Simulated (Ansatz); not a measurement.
Runs of Ansatz 0.2.0 on MgVCl2O. The structure is monoclinic, space group Cm (No. 8). Conventional cell: a = 13.241 Å, b = 3.923 Å, c = 4.318 Å, α = 90.00°, β = 108.86°, γ = 90.00°. V (site symmetry m) is surrounded by 2 O at 2.16 Å. Cl (site symmetry m) has 2 V at 2.54 Å and 2 Mg at 2.75 to 2.80 Å as nearest neighbours. Cl (site symmetry m) has 2 V at 2.58 Å and 2 Mg at 2.65 to 2.66 Å as nearest neighbours. Mg (site symmetry m) is surrounded by 2 O at 1.96 Å. Around O (site symmetry m) lie 2 Mg at 1.96 Å and 2 V at 2.16 Å. The cell comes from a database or a generator and needn't be the stable form of this composition.

```csv
task,level,spin,cell,target pressure (GPa),gap on the mesh (eV),pressure (GPa),moment (μB),largest force (eV/Å)
relaxation of cell and atoms,PBEsol,"collinear, ferromagnetic start",relaxed to 10 GPa,10,none,10.0,(b),-
single point,PBE,"collinear, ferromagnetic start",as given,-,0.52,-1.8,3.00,0.30
relaxation of cell and atoms,PBEsol,"collinear, ferromagnetic start",relaxed to 2 GPa,2,0.24,2.0,3.00,-
single point,PBE,"collinear, random start",as given,-,0.52,-1.8,3.00,0.30
single point,PBE,off,as given,-,none,-4.6,-,(a)
relaxation of cell and atoms,PBEsol,"collinear, ferromagnetic start",relaxed to 5 GPa,5,0.19,5.0,3.00,-
relaxation of cell and atoms,PBEsol,"collinear, ferromagnetic start",relaxed,0,0.25,0.0,3.00,-
```

Alike in all rows: potentials or basis Ansatz PAW; k mesh 7 × 7 × 7; cutoff (eV) 420; smearing fermi-dirac 0.05 eV.

Question: Estimate the missing entries.

Answer: (a) 0.39; (b) 2.97.

Caveats: odd divisions of the mesh miss points on the zone boundary, where band edges often lie, so the gap on the mesh can be too wide (some runs); the plane-wave basis is chosen anew once the cell has moved, so the energies of steps on either side of that aren't comparable (some runs); the PAW data sets come from PBE, with cores solved anew for the run's functional, which leaves a small shift of forces and pressure (some runs); semilocal functionals often make such compounds metallic where correlation or magnetic order opens a gap, which also shifts bond lengths (some runs); an odd number of electrons without spin polarisation forces a metal (some runs); a magnetic or distorted state may lie lower (some runs).

A k mesh can miss the band edges.

A gap of «none» marks a metal or a gap under the smearing width.
